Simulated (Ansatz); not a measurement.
# SiICl2 radical: a ladder of functionals and wavefunction methods

An exercise on one series of results from a longer session: the logs are not shown, and one member is left open.

The runs use Ansatz 0.2.0, Gaussian basis; functionals in def2-TZVPP, the program's frozen cores in correlated methods.

Plan: LDA (SPW92), PBE-D4, revPBE-D4, BLYP-D4, r2SCAN-D4, B97M-V, PBE0-D4, B3LYP-D4, r2SCANh-D4, r2SCAN0-D4, HSE06-D4, BHLYP-D4, CAM-B3LYP-D4, LC-ωPBE, ωB97X-V, ωB97M-V, B2PLYP, PBE-QIDH; CCSD(T)/def2-SVP; CCSD(T)/def2-TZVPP; MP2/def2-QZVPP; extrapolation to the limit; RPA on PBE.

## The geometry

The geometry comes from an earlier relaxation with PBE0-D4 in a triple-zeta def2 set; it is a stationary point. I takes the def2 core potential; no spin-orbit term is included.

4 atoms, charge 0, spin multiplicity 2.

Atoms are counted from 1 here; the program's logs count them from 0.

Bond lengths: Cl1–Si2 2.047 Å, Si2–Cl3 2.047 Å, Si2–I4 2.437 Å. Angles: Cl1–Si2–Cl3 108.4°, Cl1–Si2–I4 110.5°, Cl3–Si2–I4 110.5°.

The first run:

Input file in.yaml:

```yaml
crystal:
  periodic: [false, false, false]
  atoms:
    - {symbol: Cl, position_ang: [-0.600282, -0.334081, 1.851372]}
    - {symbol: Si, position_ang: [-0.146477, -0.514635, -0.136859]}
    - {symbol: Cl, position_ang: [1.890796, -0.556855, -0.335200]}
    - {symbol: I, position_ang: [-1.088537, 1.345269, -1.399614]}
basis:
  gaussian: {orbitals: def2-TZVPP}
magnetization: {spin_polarized: true, initial_magnetization: 1}
hamiltonian: {xc: lda}
output: {orbitals: {seedname: orbitals}}
```

Steps of the session up to this table: LDA; PBE-D4 (GGA); revPBE-D4 (GGA); BLYP-D4 (GGA); r2SCAN-D4 (meta-GGA); B97M-V (meta-GGA); PBE0-D4 (hybrid); B3LYP-D4 (hybrid); r2SCANh-D4 (hybrid); r2SCAN0-D4 (hybrid); HSE06-D4 (hybrid); BHLYP-D4 (hybrid); CAM-B3LYP-D4 (range-separated); LC-ωPBE-D4 (range-separated; the results give it without D4); ωB97X-V (range-separated); ωB97M-V (range-separated); B2PLYP (double hybrid); PBE-QIDH (double hybrid).

One of the session's tables, all rows but one given; the rest of the session is left out.

It belongs to the step «Orbital energies across the functionals». 

```
  functional  HOMO (eV)  LUMO (eV)  gap (eV)
 LDA (SPW92)      -5.73      -4.78      0.95
      PBE-D4      -5.70      -4.37      1.33
   revPBE-D4      -5.67      -4.23      1.44
     BLYP-D4      -5.49      -4.36      1.13
   r2SCAN-D4      -6.09      -3.95      2.14
      B97M-V      -5.82      -4.28      1.54
     PBE0-D4      -6.84      -3.56      3.28
    B3LYP-D4      -6.56      -3.91      2.65
  r2SCANh-D4          ?          ?         ?
  r2SCAN0-D4      -7.12      -3.26      3.86
    HSE06-D4      -6.45      -3.94      2.51
    BHLYP-D4      -7.79      -2.78      5.00
CAM-B3LYP-D4      -8.00      -2.69      5.31
     LC-ωPBE      -9.37      -1.35      8.02
     ωB97X-V      -8.89      -1.82      7.07
     ωB97M-V      -8.54      -1.97      6.57
```

**Question.** Estimate the row for r2SCANh-D4.

Worked estimate for «HOMO (eV)». Against the share of exact exchange, r2SCAN-D4 (0, -6.09), r2SCAN0-D4 (0.25, -7.12) give a slope of -4.12 per unit share; at 0.1 the line stands at -6.50.

As computed: HOMO (eV): -6.50; LUMO (eV): -3.67; gap (eV): 2.83. In «HOMO (eV)» the line misses by 0.00.
